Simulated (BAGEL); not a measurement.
# triplet B2P2H6 at 3 levels

Wanted: a comparison of 3 runs (UHF/STO-3G, ROHF/6-31G*, ROHF/cc-pVDZ) of triplet B2P2H6. 

The results are computed with BAGEL 1.2.2.

### Step 1. The molecule

B2P2H6: 10 atoms, total charge 0, spin state triplet. SMILES of the parent species: `BPBP`. The coordinates come from a GFN2-xTB relaxation. This is one conformer, not always the lowest. That shape belongs to the parent species and isn't relaxed for this state.

Bond lengths: B1–P2 1.798 Å, P2–B3 1.812 Å, B3–P4 1.885 Å, B1–H5 1.168 Å, B1–H6 1.170 Å, P2–H7 1.377 Å, B3–H8 1.173 Å, P4–H9 1.383 Å, P4–H10 1.385 Å. Some angles: B1–P2–B3 123.3°, P2–B3–P4 123.0°, B1–P2–H7 115.0°, B3–P2–H7 113.4°, P2–B1–H5 120.7°, P2–B1–H6 117.9°, P2–B3–H8 117.7°, P4–B3–H8 118.6°, B3–P4–H9 99.1°, B3–P4–H10 100.4°.

### Step 2. A single-point energy at UHF/STO-3G (density fitting with qzvpp-jkfit) (run 1)

job.json reads:

```json
{ "bagel": [

{
  "title": "molecule",
  "basis": "sto-3g",
  "df_basis": "qzvpp-jkfit",
  "angstrom": true,
  "geometry": [
    { "atom": "B", "xyz": [      -1.539920,      -0.280620,      -1.770220 ] },
    { "atom": "P", "xyz": [       0.044050,      -0.262260,      -0.919050 ] },
    { "atom": "B", "xyz": [       0.209190,      -0.417920,       0.878540 ] },
    { "atom": "P", "xyz": [       1.765700,       0.086200,       1.815540 ] },
    { "atom": "H", "xyz": [      -1.649170,       0.186760,      -2.834970 ] },
    { "atom": "H", "xyz": [      -2.437990,      -0.815410,      -1.245130 ] },
    { "atom": "H", "xyz": [       1.001670,       0.548600,      -1.487180 ] },
    { "atom": "H", "xyz": [      -0.626570,      -1.006690,       1.454000 ] },
    { "atom": "H", "xyz": [       1.175780,       0.674760,       2.918790 ] },
    { "atom": "H", "xyz": [       2.057270,       1.286590,       1.189660 ] }
  ]
},

{ "title": "uhf", "nopen": 2 },

{ "title": "print", "file": "orbitals.molden", "orbitals": true }

]}
```

On the command line:

```console
$ BAGEL_NUM_THREADS=1 BAGEL job.json > job.out
```

Standard output:

```text
* using 1 threads per process

  ===============================================================
  ===============================================================

  *** Geometry ***

  { "atom" : "B", "xyz" : [     -2.910027,     -0.530295,     -3.345231 ] },
  { "atom" : "P", "xyz" : [      0.083242,     -0.495600,     -1.736753 ] },
  { "atom" : "B", "xyz" : [      0.395312,     -0.789754,      1.660200 ] },
[... 6 lines of this table left out ...]
  { "atom" : "H", "xyz" : [      3.887677,      2.431303,      2.248132 ] },

  Number of auxiliary basis functions:      514

  Since a DF basis is specified, we compute 2- and 3-index integrals:
    o Being stored without compression. Storage requirement is 0.005 GB

  Number of basis functions:       34
  Number of electrons      :       46

    * METHOD: MOLECULE                             0.20

  *** Open-shell HF ***

  === Nuclear Repulsion ===
   169.2429743270

      * DIIS with orbital gradients will be used.

  === UHF iteration (sto-3g) ===
      0       -725.83592928          0.01668470           0.04
      1       -725.88665361          0.00484572           0.04
      2       -725.89419737          0.00241214           0.04
[... 25 lines of this table left out ...]
     28       -725.89920044          0.00000001           0.04
    * SCF iteration converged.

    * S^2 (UHF) is 2.0159

    * Permanent dipole moment:
           (   -0.364474,    -0.203865,     1.265077) a.u.

    * METHOD: UHF                                  1.33

    * METHOD: PRINT                                0.00

  ===============================================================
```

It took 1.7 s on 1 thread of Intel Xeon at 2.60GHz (Ice Lake), shared host; peak memory 0.082 GiB.

### Step 3. The energy at ROHF/6-31G(d) (density fitting with qzvpp-jkfit, spherical functions) (run 2)

input.json reads:

```json
{ "bagel": [

{
  "title": "molecule",
  "basis": "6-31gs.json",
  "df_basis": "qzvpp-jkfit",
  "angstrom": true,
  "geometry": [
    { "atom": "B", "xyz": [      -1.539920,      -0.280620,      -1.770220 ] },
    { "atom": "P", "xyz": [       0.044050,      -0.262260,      -0.919050 ] },
    { "atom": "B", "xyz": [       0.209190,      -0.417920,       0.878540 ] },
    { "atom": "P", "xyz": [       1.765700,       0.086200,       1.815540 ] },
    { "atom": "H", "xyz": [      -1.649170,       0.186760,      -2.834970 ] },
    { "atom": "H", "xyz": [      -2.437990,      -0.815410,      -1.245130 ] },
    { "atom": "H", "xyz": [       1.001670,       0.548600,      -1.487180 ] },
    { "atom": "H", "xyz": [      -0.626570,      -1.006690,       1.454000 ] },
    { "atom": "H", "xyz": [       1.175780,       0.674760,       2.918790 ] },
    { "atom": "H", "xyz": [       2.057270,       1.286590,       1.189660 ] }
  ]
},

{ "title": "rohf", "nopen": 2 },

{ "title": "print", "file": "orbitals.molden", "orbitals": true }

]}
```

The basis set 6-31G* is read from a file made from the Basis Set Exchange's data (not shown).

On the command line:

```console
$ BAGEL_NUM_THREADS=1 BAGEL input.json > input.out
```

Standard output:

```text
* using 1 threads per process

  ===============================================================
  ===============================================================

  *** Geometry ***

  { "atom" : "B", "xyz" : [     -2.910027,     -0.530295,     -3.345231 ] },
  { "atom" : "P", "xyz" : [      0.083242,     -0.495600,     -1.736753 ] },
  { "atom" : "B", "xyz" : [      0.395312,     -0.789754,      1.660200 ] },
[... 6 lines of this table left out ...]
  { "atom" : "H", "xyz" : [      3.887677,      2.431303,      2.248132 ] },

  Number of auxiliary basis functions:      514

  Since a DF basis is specified, we compute 2- and 3-index integrals:
    o Being stored without compression. Storage requirement is 0.024 GB

  Number of basis functions:       76
  Number of electrons      :       46

    * METHOD: MOLECULE                             0.28

  *** Open-shell HF ***

  === Nuclear Repulsion ===
   169.2429743270

      * DIIS with orbital gradients will be used.

  === ROHF iteration (6-31gs.json) ===
      0       -734.01572237          0.02348060           0.12
      1       -734.10918147          0.00861641           0.11
      2       -734.12399771          0.00341756           0.11
[... 28 lines of this table left out ...]
     31       -734.14196480          0.00000001           0.12
    * SCF iteration converged.

    * S^2 (ROHF) is 2.0000

    * Permanent dipole moment:
           (   -0.504924,    -0.322407,     0.393472) a.u.

    * METHOD: ROHF                                 3.91

    * METHOD: PRINT                                0.01

  ===============================================================
```

It took 4.5 s on 1 thread of Intel Xeon at 2.60GHz (Ice Lake), shared host; peak memory 0.12 GiB.

### Step 4. A single-point energy at ROHF/cc-pVDZ (density fitting with qzvpp-jkfit) (run 3)

Edit input.json of step 3 so:

```diff
@@ -4,3 +4,3 @@
   "title": "molecule",
-  "basis": "6-31gs.json",
+  "basis": "cc-pvdz.json",
   "df_basis": "qzvpp-jkfit",
```

The basis set cc-pVDZ is read from a file made from the Basis Set Exchange's data (not shown).

On the command line:

```console
$ BAGEL_NUM_THREADS=1 BAGEL input.json > input.out
```

Standard output:

```text
* using 1 threads per process

  ===============================================================
  ===============================================================

  *** Geometry ***

  { "atom" : "B", "xyz" : [     -2.910027,     -0.530295,     -3.345231 ] },
  { "atom" : "P", "xyz" : [      0.083242,     -0.495600,     -1.736753 ] },
  { "atom" : "B", "xyz" : [      0.395312,     -0.789754,      1.660200 ] },
[... 6 lines of this table left out ...]
  { "atom" : "H", "xyz" : [      3.887677,      2.431303,      2.248132 ] },

  Number of auxiliary basis functions:      514

  Since a DF basis is specified, we compute 2- and 3-index integrals:
    o Being stored without compression. Storage requirement is 0.036 GB

  Number of basis functions:       94
  Number of electrons      :       46

    * METHOD: MOLECULE                             0.30

  *** Open-shell HF ***

  === Nuclear Repulsion ===
   169.2429743270

      * DIIS with orbital gradients will be used.

  === ROHF iteration (cc-pvdz.json) ===
      0       -733.99102974          0.02618109           0.15
      1       -734.14209602          0.01118944           0.15
      2       -734.16812391          0.00480739           0.15
[... 26 lines of this table left out ...]
     29       -734.19139310          0.00000001           0.16
    * SCF iteration converged.

    * S^2 (ROHF) is 2.0000

    * Permanent dipole moment:
           (   -0.714372,    -0.309215,     0.140950) a.u.

    * METHOD: ROHF                                 4.86

    * METHOD: PRINT                                0.02

  ===============================================================
```

Wall time 5.4 s (1 thread of Intel Xeon at 2.60GHz (Ice Lake), shared host); peak memory 0.14 GiB.

### Step 5. Overview of the runs

```tsv
run	level	energy (Eh)	dipole moment (D)	⟨S²⟩	wall time
1	UHF/STO-3G (density fitting with qzvpp-jkfit)	-725.899200	3.39	2.016	1.7 s
2	ROHF/6-31G* (density fitting with qzvpp-jkfit, spherical functions)	-734.141965	1.82	2.000	4.5 s
3	ROHF/cc-pVDZ (density fitting with qzvpp-jkfit)	-734.191393	2.01	2.000	5.4 s
```

### Step 6. What came out

| quantity | value |
| --- | --- |
| run 3: total energy | -734.19139 Eh |
| run 3: dipole moment | 2.01 D |
| run 3: ⟨S²⟩ | 2.000 |

What this shows: The dipole moment (its size) runs from 1.82 D (ROHF/6-31G*) to 3.39 D (UHF/STO-3G). The two ends differ in method and basis. In run 1 the basis is minimal, so the values are rough. All runs together took 12 s, the longest 5.4 s.
